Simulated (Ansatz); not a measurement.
# Calcium, dhcp under r²SCAN: ground state and equation of state

The plan for calcium in the dhcp structure: relax it, solve it on a dense k-mesh, then scale the cell to 7 volumes from 88 to 112 % of the relaxed one and try a fit of the equation of state. Spin polarisation is left out. The k-meshes are 9×9×3 for the relaxation; 12×12×4 for the dense run; 10×10×3 for the volumes.

Computed with Ansatz 0.2.0 (DFT r2SCAN, plane waves (500 eV) with PAW, scalar-relativistic; PBE-made PAW files, unless a step says otherwise).

## (1) Starting point

The structure is hexagonal, space group P6_3/mmc (No. 194). Conventional cell: a = 3.952 Å, b = 3.952 Å, c = 12.906 Å, α = 90.00°, β = 90.00°, γ = 120.00°. Around Ca (site symmetry -3m) lie 12 Ca at 3.95 Å. Around Ca (site symmetry -6m2) lie 12 Ca at 3.95 Å.

Coordinates:

```
CELL_PARAMETERS angstrom
3.95159 0.00000 0.00000
-1.97580 3.42218 0.00000
0.00000 0.00000 12.90589
ATOMIC_POSITIONS crystal
Ca 0.00000 0.00000 0.00000
Ca 0.00000 0.00000 0.50000
Ca 0.33333 0.66667 0.25000
Ca 0.66667 0.33333 0.75000
```

## (2) Geometry optimisation

input.yaml reads:

```yaml
crystal:
  lattice:
    - [3.9515900202, 0.0, 0.0]
    - [-1.9757950101, 3.4221773429, 0.0]
    - [0.0, 0.0, 12.9058930061]
  atoms:
    - { symbol: Ca, position: [0.0, 0.0, 0.0] }
    - { symbol: Ca, position: [0.0, 0.0, 0.5] }
    - { symbol: Ca, position: [0.3333333333, 0.6666666667, 0.25] }
    - { symbol: Ca, position: [0.6666666667, 0.3333333333, 0.75] }
hamiltonian:
  xc: r2scan
  pseudopotentials:
    kind: paw
    azcp:
      Ca: "pseudopotentials/Ca.paw.azcp"
basis:
  ecutwfc: 500
  fft_grid_basis: typed
kpoints:
  mp_grid: { grid: [9, 9, 3], shift: [0, 0, 0] }
magnetization:
  spin_polarized: false
scf:
  occupations: { method: fermi_dirac, width: 0.1 }
relax:
  max_steps: 60
  f_tol: 0.01
  cell: {}
```

The run is started by

```bash
ansatz run input.yaml --threads 1 --pin off --max-ram 3584MiB --backend cpu --events-out ev --progress --plain --runs-dir out
```

Further steps of the session: Single point on a dense mesh; Volume × 0.88; Volume × 0.92; Volume × 0.96; Volume × 1.0; Volume × 1.04; Volume × 1.08; Volume × 1.12.

Q: Predict the outcome of this session. Wanted: space group; conventional cell; volume; shortest distance; gap on the mesh; relative to fcc; V₀, B₀, B₀′.

As calculated:

| quantity | value |
| --- | --- |
| space group (spins left aside) | P6_3/mmc (No. 194) |
| conventional cell | a = 3.936 Å, c = 12.912 Å (c/a = 3.280) |
| volume | 43.311 Å³/atom |
| shortest distance | 3.936 Å |
| gap on the mesh | none (levels filled in part) |
| relative to fcc | +7 meV/atom |
| V₀, B₀, B₀′ | 43.304 Å³/atom, 17.8 GPa, 3.2 |

What this shows: The relaxation shrank the cell by 0.7 % in volume. Against the reference form of calcium (fcc, computed apart with the same settings) it stands 7 meV/atom higher. Levels at the Fermi energy are filled in part, as in a metal. B₀ comes out at 17.8 GPa, a soft solid; letting shape and positions relax at each volume could only lower it. The symmetry was held, so the structure may be unstable against distortions that break it.
